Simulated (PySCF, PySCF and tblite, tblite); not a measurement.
# C₆H₈O₂Si: a path driven as rotation about a bond, and NMR exchange, part 2 of 2

PySCF and tblite. Atoms count from 0.

## 8. Shieldings, saddle of leg 1: PBE/pcSseg-1 in chloroform

The job: settings as JSON, then the geometry in Å.

```
{"job": {"kind": "nmr", "xc": "PBE", "basis": "pcSseg-1", "solvent": "chloroform", "pop": false}, "charge": 0, "multiplicity": 1}
C      2.697557    -0.249899     0.359906
C      1.850939    -0.798086    -0.753408
O      1.957774    -1.885205    -1.234846
O      0.955500     0.116348    -1.246387
C     -0.247109     0.263814    -0.605918
C     -1.079216     1.280500    -0.884443
C     -2.329347     1.258248    -0.149557
C     -2.532815     0.232710     0.691607
Si    -1.059630    -0.929544     0.640343
H      3.345329     0.523529    -0.051048
H      2.064903     0.210364     1.115805
H      3.303976    -1.038772     0.794226
H     -0.862857     2.063973    -1.593040
H     -3.038503     2.059694    -0.302060
H     -3.427722     0.143694     1.283113
H     -1.302963    -2.239057     0.046457
H     -0.295816    -1.012310     1.889250
```

The program printed:

```text
coarse grid: 15272 points
cycle   1  E = -672.3672418031  dE =  1.324e+00  |g| = 1.071e+00  |ddm| = 3.976e+00
cycle   2  E = -671.4600263966  dE =  9.072e-01  |g| = 2.319e+00  |ddm| = 2.535e+00
cycle   3  E = -672.5230426226  dE = -1.063e+00  |g| = 5.859e-01  |ddm| = 2.088e+00
cycle   4  E = -672.5940340216  dE = -7.099e-02  |g| = 1.656e-01  |ddm| = 5.611e-01
cycle   5  E = -672.5966622189  dE = -2.628e-03  |g| = 1.106e-01  |ddm| = 1.948e-01
cycle   6  E = -672.5993570284  dE = -2.695e-03  |g| = 2.773e-02  |ddm| = 1.095e-01
cycle   7  E = -672.5995538601  dE = -1.968e-04  |g| = 1.033e-02  |ddm| = 3.489e-02
cycle   8  E = -672.5995777753  dE = -2.392e-05  |g| = 2.927e-03  |ddm| = 9.821e-03
cycle   9  E = -672.5995797317  dE = -1.956e-06  |g| = 9.128e-04  |ddm| = 3.146e-03
final grid: 144568 points
cycle  10  E = -672.7006983472  dE =  1.417e-05  |g| = 2.307e-02  |ddm| = 4.188e-02
cycle  11  E = -672.7002597375  dE =  4.386e-04  |g| = 5.261e-02  |ddm| = 4.996e-02
cycle  12  E = -672.7007966945  dE = -5.370e-04  |g| = 5.428e-03  |ddm| = 3.712e-02
cycle  13  E = -672.7008030012  dE = -6.307e-06  |g| = 1.136e-03  |ddm| = 4.548e-03
cycle  14  E = -672.7008032224  dE = -2.212e-07  |g| = 4.293e-04  |ddm| = 1.005e-03
cycle  15  E = -672.7008032659  dE = -4.349e-08  |g| = 1.132e-04  |ddm| = 4.307e-04
cycle  16  E = -672.7008032686  dE = -2.725e-09  |g| = 5.157e-05  |ddm| = 1.315e-04
cycle  17  E = -672.7008032692  dE = -6.025e-10  |g| = 1.822e-05  |ddm| = 5.423e-05
converged SCF energy = -672.7008032692

GIAO shielding tensors (ppm)
atom      isotropic    diamagn.    paramagn.     s11        s22        s33       span
  0 C      156.925     251.960     -95.035    136.736    146.279    187.759     51.023
  1 C       -0.783     249.633    -250.416   -110.312     47.642     60.321    170.633
  2 O     -183.173     400.518    -583.692   -519.210   -277.224    246.914    766.125
  3 O       56.848     405.147    -348.299    -47.534     90.264    127.813    175.347
  4 C       12.675     260.987    -248.312    -63.966     18.412     83.580    147.547
  5 C       55.840     252.953    -197.113    -34.864     67.754    134.629    169.492
  6 C       26.727     253.066    -226.339    -85.024     24.699    140.507    225.530
  7 C       66.784     261.273    -194.489    -28.307     68.064    160.594    188.901
  8 Si     398.842     883.820    -484.979    352.245    394.729    449.551     97.306
  9 H       28.949      27.534       1.415     25.705     27.430     33.711      8.007
 10 H       29.026      32.186      -3.160     25.502     30.135     31.440      5.937
 11 H       29.536      27.922       1.614     26.141     27.553     34.914      8.773
 12 H       25.185      32.525      -7.340     22.598     24.396     28.560      5.962
 13 H       24.292      29.802      -5.511     22.500     23.601     26.774      4.274
 14 H       26.138      29.983      -3.845     25.227     26.096     27.092      1.865
 15 H       26.995      30.044      -3.049     23.381     25.596     32.009      8.628
 16 H       26.922      30.390      -3.468     23.356     26.262     31.148      7.792
```

It took 42 s on 1 thread of Intel Xeon Platinum 8259CL at 2.50GHz, shared host; peak memory 0.8 GiB.

Key values: HOMO -5.23 eV, LUMO -2.33 eV; dipole 3.11 D.

## 9. Shieldings, end: PBE/pcSseg-1 in chloroform

The job: settings as JSON, then the geometry in Å.

```
{"job": {"kind": "nmr", "xc": "PBE", "basis": "pcSseg-1", "solvent": "chloroform", "pop": false}, "charge": 0, "multiplicity": 1}
C      2.313765     0.242517     0.146861
C      2.041304    -0.653474    -1.038009
O      2.896337    -1.161270    -1.708313
O      0.751303    -0.892936    -1.328020
C     -0.288883    -0.342222    -0.610322
C     -0.749410     0.905573    -0.779057
C     -1.904136     1.248375     0.034620
C     -2.375154     0.297368     0.852900
Si    -1.356486    -1.276971     0.665102
H      3.378665     0.228935     0.359121
H      2.005571     1.260550    -0.082257
H      1.750478    -0.098727     1.013655
H     -0.325969     1.625474    -1.464591
H     -2.327931     2.238912    -0.049086
H     -3.227803     0.463982     1.488923
H     -2.067844    -2.406952     0.079620
H     -0.584743    -1.631929     1.857706
```

The program printed:

```text
coarse grid: 15272 points
cycle   1  E = -672.3806695409  dE =  1.314e+00  |g| = 1.063e+00  |ddm| = 3.957e+00
cycle   2  E = -671.4788568113  dE =  9.018e-01  |g| = 2.311e+00  |ddm| = 2.671e+00
cycle   3  E = -672.5221186769  dE = -1.043e+00  |g| = 6.208e-01  |ddm| = 2.234e+00
cycle   4  E = -672.6012627407  dE = -7.914e-02  |g| = 1.621e-01  |ddm| = 5.659e-01
cycle   5  E = -672.6037318091  dE = -2.469e-03  |g| = 1.076e-01  |ddm| = 1.777e-01
cycle   6  E = -672.6062519633  dE = -2.520e-03  |g| = 2.934e-02  |ddm| = 1.046e-01
cycle   7  E = -672.6064704745  dE = -2.185e-04  |g| = 1.148e-02  |ddm| = 3.680e-02
cycle   8  E = -672.6065005040  dE = -3.003e-05  |g| = 2.936e-03  |ddm| = 1.072e-02
cycle   9  E = -672.6065024480  dE = -1.944e-06  |g| = 9.913e-04  |ddm| = 3.416e-03
final grid: 144568 points
cycle  10  E = -672.7071513694  dE = -7.091e-06  |g| = 2.195e-02  |ddm| = 5.071e-02
cycle  11  E = -672.7068099266  dE =  3.414e-04  |g| = 4.706e-02  |ddm| = 4.743e-02
cycle  12  E = -672.7072413231  dE = -4.314e-04  |g| = 5.046e-03  |ddm| = 3.476e-02
cycle  13  E = -672.7072465604  dE = -5.237e-06  |g| = 1.183e-03  |ddm| = 4.235e-03
cycle  14  E = -672.7072467939  dE = -2.335e-07  |g| = 4.240e-04  |ddm| = 1.112e-03
cycle  15  E = -672.7072468328  dE = -3.883e-08  |g| = 1.130e-04  |ddm| = 3.929e-04
cycle  16  E = -672.7072468349  dE = -2.100e-09  |g| = 5.769e-05  |ddm| = 1.231e-04
cycle  17  E = -672.7072468357  dE = -7.835e-10  |g| = 1.846e-05  |ddm| = 6.225e-05
converged SCF energy = -672.7072468357

GIAO shielding tensors (ppm)
atom      isotropic    diamagn.    paramagn.     s11        s22        s33       span
  0 C      157.813     253.660     -95.847    137.797    159.138    176.504     38.707
  1 C       11.005     247.128    -236.123    -81.470     53.156     61.331    142.801
  2 O     -103.692     397.006    -500.698   -376.916   -180.248    246.086    623.002
  3 O       49.981     403.565    -353.584   -168.126     99.832    218.236    386.362
  4 C       10.669     259.613    -248.944    -75.227     31.148     76.086    151.313
  5 C       42.014     255.568    -213.554    -58.714     51.928    132.827    191.541
  6 C       28.631     253.742    -225.111    -83.589     29.913    139.569    223.158
  7 C       54.438     260.581    -206.144    -45.676     48.921    160.067    205.743
  8 Si     393.973     883.019    -489.046    351.057    385.917    444.946     93.889
  9 H       29.762      27.957       1.805     26.021     28.012     35.253      9.233
 10 H       28.900      31.874      -2.975     24.471     29.659     32.568      8.097
 11 H       29.672      32.804      -3.132     25.234     30.662     33.119      7.885
 12 H       24.977      33.144      -8.167     21.495     24.618     28.820      7.325
 13 H       24.291      30.365      -6.074     22.467     23.577     26.828      4.361
 14 H       25.507      29.705      -4.198     24.867     25.343     26.312      1.445
 15 H       26.932      28.840      -1.908     23.740     24.862     32.195      8.455
 16 H       26.903      29.643      -2.740     23.654     25.615     31.439      7.785
```

Run time: 40 s. Hardware: 1 thread of Intel Xeon Platinum 8259CL at 2.50GHz, shared host; peak memory 0.8 GiB.

Key values: HOMO -5.68 eV, LUMO -2.62 eV; dipole 5.06 D.

## 10. The path in numbers

The job: settings as JSON, then the geometry in Å.

```
{"job": {"smiles": "CC(=O)OC1=CC=C[SiH2]1", "charge": 0, "mult": 1, "motion": "rotation", "what": "ester", "atoms": [1, 3], "drives": [{"terms": [["t", [0, 1, 3, 4], 0.5], ["t", [2, 1, 3, 4], 0.5]], "by": 180, "n": 12}], "study": "path", "level": {"kind": "nmr", "xc": "PBE", "basis": "pcSseg-1", "solvent": "chloroform"}, "fields": [90, 360, 700], "first": 4, "seed": 713, "kind": "path"}, "charge": 0, "multiplicity": 1}
C      3.226154    -0.331007    -0.153825
C      1.744180    -0.483957     0.037245
O      1.210844    -1.481849     0.476666
O      1.071455     0.594060    -0.339924
C     -0.295086     0.505306    -0.205221
C     -1.144379     1.484662    -0.534314
C     -2.538991     1.152327    -0.299857
C     -2.792132    -0.062147     0.204976
Si    -1.179093    -1.026932     0.473735
H      3.457434    -0.428027    -1.213376
H      3.543183     0.655265     0.174364
H      3.749224    -1.105528     0.398299
H     -0.857999     2.444028    -0.938708
H     -3.296091     1.886663    -0.539169
H     -3.800384    -0.383826     0.406732
H     -1.145059    -2.177355    -0.420138
H     -0.972592    -1.245617     1.899586
```

The program printed:

```text
stationary points (kcal/mol above the start)
  n  kind          group   xTB      DFT    lowest mode
  0  minimum      C1       0.00     0.00     -14.8
  1  saddle       C1      18.09    12.29    -109.2
  2  minimum      C1      13.42     8.09      22.9

GFN2-xTB energies: T/K, barrier G, reaction G (kcal/mol), k forward, k back (1/s)
 150.00    17.14    12.64   3.33e-13    8.8e+05
 200.00    17.21    12.61   6.47e-07   3.94e+07
 250.00    17.30    12.58    0.00396   3.93e+08
 298.15    17.38    12.54       1.13   1.76e+09
 350.00    17.49    12.50         88   5.64e+09
 400.00    17.59    12.46   2.04e+03   1.31e+10
 500.00    17.83    12.38   1.68e+05   4.31e+10

PBE/pcSseg-1 + D3(BJ), IEF-PCM chloroform energies: T/K, barrier G, reaction G (kcal/mol), k forward, k back (1/s)
 150.00    11.34     7.31   9.36e-05   4.24e+06
 200.00    11.41     7.28        1.4   1.28e+08
 250.00    11.50     7.25        464   1.01e+09
 298.15    11.58     7.21      2e+04   3.89e+09
 350.00    11.69     7.17   3.67e+05   1.11e+10
 400.00    11.79     7.13      3e+06   2.36e+10
 500.00    12.03     7.05   5.75e+07   6.91e+10
```

It took 3.1 min on 1 thread of Intel Xeon Platinum 8259CL at 2.50GHz, shared host; peak memory 0.8 GiB. This counts the whole study up to here.

Barriers by level (kcal/mol; entropies in cal/(mol K)). Zero-point and thermal terms come from xTB in every row. ΔG‡ leaves symmetry out; the rate counts one path; effective ΔG‡, where given, is the barrier that would give that rate by Eyring's equation alone:

```csv
level,ΔE‡,with zero-point,ΔH‡,ΔS‡,ΔG‡ (298 K),ΔE of reaction,k at 298 K (1/s),effective ΔG‡
GFN2-xTB,18.09,17.03,16.84,-1.8,17.38,13.42,1.1,17.38
"PBE/pcSseg-1 + D3(BJ), IEF-PCM chloroform",12.29,11.23,11.04,-1.8,11.58,8.09,2e+04,11.58
```

Sites that the driver pairs across this motion, and where their lines would merge (no couplings; faster rotations or exchange between molecules can average them sooner):

```csv
nucleus,sites: shielding (ppm),proton frequency (MHz),spread (Hz),coalescence (K),lines at 298 K
¹³C,C4: 23.9; C4 (end): 10.7,700,2322,not given,–
¹³C,C5: 55.2; C5 (end): 42.0,700,2315,not given,–
¹⁷O,O2: -79.6; O2 (end): -103.7,700,2291,not given,–
²⁹Si,Si8: 404.3; Si8 (end): 394.0,700,1436,not given,–
¹³C,C7: 46.6; C7 (end): 54.4,700,1384,not given,–
¹³C,C6: 34.8; C6 (end): 28.6,700,1090,not given,–
¹³C,C1: 7.0; C1 (end): 11.0,700,702,not given,–
¹³C,C0: 159.9; C0 (end): 157.8,700,367,not given,–
```

A dash: the driver gave no coalescence for this row (it judged the minor form too scarce).

Rows that set an atom against itself at the end compare its shielding in the two forms.

Lines of quadrupolar nuclei are broad, so their coalescence could hardly be seen.

## 11. What came out

This closing draws on all 2 parts.

```
                                           quantity                               value
barrier (PBE/pcSseg-1 + D3(BJ), IEF-PCM chloroform)  ΔE‡ 12.3, ΔG‡(298 K) 11.6 kcal/mol
                                 barrier (GFN2-xTB)                   ΔE‡ 18.1 kcal/mol
                                      rate at 298 K                           2e+04 s⁻¹
                                    end of the path         8.1 kcal/mol from the start
```

The barrier is 12.3 kcal/mol at the DFT level (xTB: 18.1); with thermal terms and the count of paths the DFT value gives a rate of 2e+04 s⁻¹ at 298 K. An error of 1.4 kcal/mol changes that rate tenfold. It was not proven that each saddle links the two ends.
